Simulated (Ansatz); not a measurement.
# In5AgTe8: the cost of one run

Method: DFT, PBE, plane-wave PAW, default files, scalar-relativistic, as far as a step names no other, in Ansatz 0.2.0.

## (1) The starting structure

Symmetry: P-42m, No. 111, tetragonal system. Conventional cell: a = 6.288 Å, b = 6.288 Å, c = 12.775 Å, α = 90.00°, β = 90.00°, γ = 90.00°. Around In (site symmetry 2) lie 4 Te at 2.78 to 2.88 Å. Around In (site symmetry -42m) lie 4 Te at 2.83 Å. Around Ag (site symmetry -42m) lie 4 Te at 2.80 Å. Around Te (site symmetry m) lie 2 In at 2.78 Å and 1 Ag at 2.80 Å. Around Te (site symmetry m) lie 3 In at 2.83 to 2.88 Å.

Structure file:

```cif
data_structure
_symmetry_space_group_name_H-M 'P-42m'
_symmetry_Int_Tables_number 111
_cell_length_a 6.2882
_cell_length_b 6.2882
_cell_length_c 12.7753
_cell_angle_alpha 90.000
_cell_angle_beta 90.000
_cell_angle_gamma 90.000
_cell_volume 505.16
loop_
_atom_site_label
_atom_site_type_symbol
_atom_site_symmetry_multiplicity
_atom_site_Wyckoff_symbol
_atom_site_fract_x
_atom_site_fract_y
_atom_site_fract_z
_atom_site_occupancy
In1 In 4 m 0.00000 0.50000 0.25572 1
In2 In 1 d 0.50000 0.50000 0.00000 1
Ag1 Ag 1 c 0.00000 0.00000 0.50000 1
Te1 Te 4 n 0.73109 0.26891 0.38586 1
Te2 Te 4 n 0.22717 0.77283 0.88623 1
```

## (2) Gradients at the starting positions

Input file input.yaml:

```yaml
crystal:
  lattice:
    - [6.28824375, 0.0, 0.0]
    - [0.0, 6.28824375, 0.0]
    - [0.0, 0.0, 12.77533365]
  atoms:
    - { symbol: In, position: [0.0, 0.5, 0.25572129] }
    - { symbol: In, position: [0.0, 0.5, 0.74427871] }
    - { symbol: In, position: [0.5, 0.0, 0.74427871] }
    - { symbol: In, position: [0.5, 0.5, 0.0] }
    - { symbol: In, position: [0.5, 0.0, 0.25572129] }
    - { symbol: Ag, position: [0.0, 0.0, 0.5] }
    - { symbol: Te, position: [0.73108963, 0.26891037, 0.3858581] }
    - { symbol: Te, position: [0.22717486, 0.77282514, 0.88622659] }
    - { symbol: Te, position: [0.77282514, 0.22717486, 0.88622659] }
    - { symbol: Te, position: [0.77282514, 0.77282514, 0.11377341] }
    - { symbol: Te, position: [0.26891037, 0.73108963, 0.3858581] }
    - { symbol: Te, position: [0.22717486, 0.22717486, 0.11377341] }
    - { symbol: Te, position: [0.73108963, 0.73108963, 0.6141419] }
    - { symbol: Te, position: [0.26891037, 0.26891037, 0.6141419] }
kpoints:
  mp_grid: { grid: [5, 5, 3] }
scf:
  occupations: { method: fermi_dirac, width: 0.02 }
hamiltonian:
  xc: pbe
  pseudopotentials: { kind: paw }
output:
  forces: true
  stress: true
  populations: true
  efg: { quadrupole_moments_barn: { In: 0.772 }, contact_densities: true }
```

Started as:

```sh
$ ansatz run input.yaml --threads 1 --pin off --max-ram 2560MiB --backend cpu --events-out ev --progress --plain --runs-dir out
```

What time and memory should one allow on 1 thread of Arm Neoverse V1, shared host?

About 2.6 min, with a peak of 1.1 GiB.
